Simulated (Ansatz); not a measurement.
# CH6BFN: the cost of one run

Method: UKS BHLYP/def2-SVP, in Ansatz 0.2.0.

**1. Starting point**

Bond lengths: B1–N3 1.550 Å, N3–H4 1.060 Å, N3–H5 1.060 Å, B1–F6 1.320 Å, C7–H8 1.110 Å, C7–H9 1.110 Å, C7–H10 1.110 Å. Angles: B1–N3–H4 120.0°, B1–N3–H5 120.0°, H4–N3–H5 120.0°, N3–B1–F6 120.0°, H8–C7–H9 109.4°, H8–C7–H10 109.4°, H9–C7–H10 109.4°.

Structure file:

```xyz
10

B     0.0000    0.0000    0.0000
H     0.0000    0.0000    1.4400
N     1.3423    0.0000   -0.7750
H     1.8089   -0.9179   -1.0268
H     1.7937    0.9179   -1.0532
F    -1.1431    0.0000   -0.6600
C     0.0000    0.0000    2.8500
H    -0.5653   -0.8805    3.2205
H     1.0452   -0.0494    3.2205
H    -0.4798    0.9298    3.2205
```

**2. A restrained relaxation towards end A**

Springs on the bonds that form and break draw the guess towards this end; the thresholds are loose.

Contents of input.yaml:

```yaml
crystal:
  periodic: [false, false, false]
  atoms:
    - { symbol: B, position_ang: [0.0, 0.0, 0.0] }
    - { symbol: H, position_ang: [0.0, 0.0, 1.44] }
    - { symbol: "N", position_ang: [1.3423, 0.0, -0.775] }
    - { symbol: H, position_ang: [1.8089, -0.9179, -1.0268] }
    - { symbol: H, position_ang: [1.7937, 0.9179, -1.0532] }
    - { symbol: F, position_ang: [-1.1431, 0.0, -0.66] }
    - { symbol: C, position_ang: [0.0, 0.0, 2.85] }
    - { symbol: H, position_ang: [-0.5653, -0.8805, 3.2205] }
    - { symbol: H, position_ang: [1.0452, -0.0494, 3.2205] }
    - { symbol: H, position_ang: [-0.4798, 0.9298, 3.2205] }
magnetization:
  spin_polarized: true
  initial_magnetization: 1
basis:
  gaussian: { orbitals: def2-SVP }
hamiltonian:
  xc: { name: BHLYP }
relax:
  f_tol: 0.15
  max_steps: 25
  restrain:
    - { distance: [1, 6], at: 2.31, k: 30.0 }
    - { distance: [0, 1], at: 1.19, k: 30.0 }
```

The run is started by

```sh
$ ansatz run input.yaml --threads 2 --pin off --max-ram 3072MiB --backend cpu --events-out ev --progress --plain --runs-dir out
```

What time and memory should one allow on 2 threads of Arm Neoverse V1, shared host?

About 36 s, with a peak of 0.2 GiB.
